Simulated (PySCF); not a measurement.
# C2H8AlFN2: the cost of one run

The runs use PySCF 2.14.0, with density-fitted response routines of our own; the level of theory stands in each step. All values are computed, except where a source is named. Atoms count from 0, in the outputs and in this text.

### 1 The starting structure

14 atoms, charge 0, multiplicity 1; geometry from: GFN2-xTB.

Bonds of the start (Å): C0–Al1 1.99, Al1–N2 2.12, Al1–F3 1.67, Al1–C4 2.02, C4–N5 1.27, C0–H6 1.09, C0–H7 1.09, C0–H8 1.09, N2–H9 1.01, N2–H10 1.02, N2–H11 1.02, C4–H12 1.10, N5–H13 1.02.

### 2 Ultraviolet spectrum: PBE0/def2-SVPD

Job settings and geometry (Å):

```
{"job": {"kind": "uv", "xc": "PBE0", "basis": "def2-SVPD", "nstates": 8, "ntriplets": 3}, "charge": 0, "multiplicity": 1}
C      1.586000    -0.628055     0.842740
Al     0.382752    -0.011550    -0.623167
N     -0.438376     1.791202     0.130607
F      0.960498     0.813093    -1.953162
C     -1.333887    -1.019311    -0.968457
N     -1.807013    -1.975727    -0.275564
H      1.046662    -0.917227     1.748535
H      2.160748    -1.510509     0.543647
H      2.329385     0.115247     1.147855
H     -1.040621     1.746584     0.946187
H     -0.970465     2.179817    -0.644777
H      0.330147     2.428464     0.325416
H     -1.992284    -0.776165    -1.818708
H     -1.214225    -2.236336     0.516945
```

With the program's defaults for keys left out, this is: TDDFT PBE0/def2-SVPD, vertical, gas phase, core orbitals frozen in the response.

Run with:

```
OMP_NUM_THREADS=1 python probes_run.py task.json out
```

This one command runs all jobs of the session in turn.

Q: Estimate the wall time and peak memory of this first job on 1 thread of Arm Neoverse N1, shared host.

About 53 s, with a peak of 0.76 GiB.
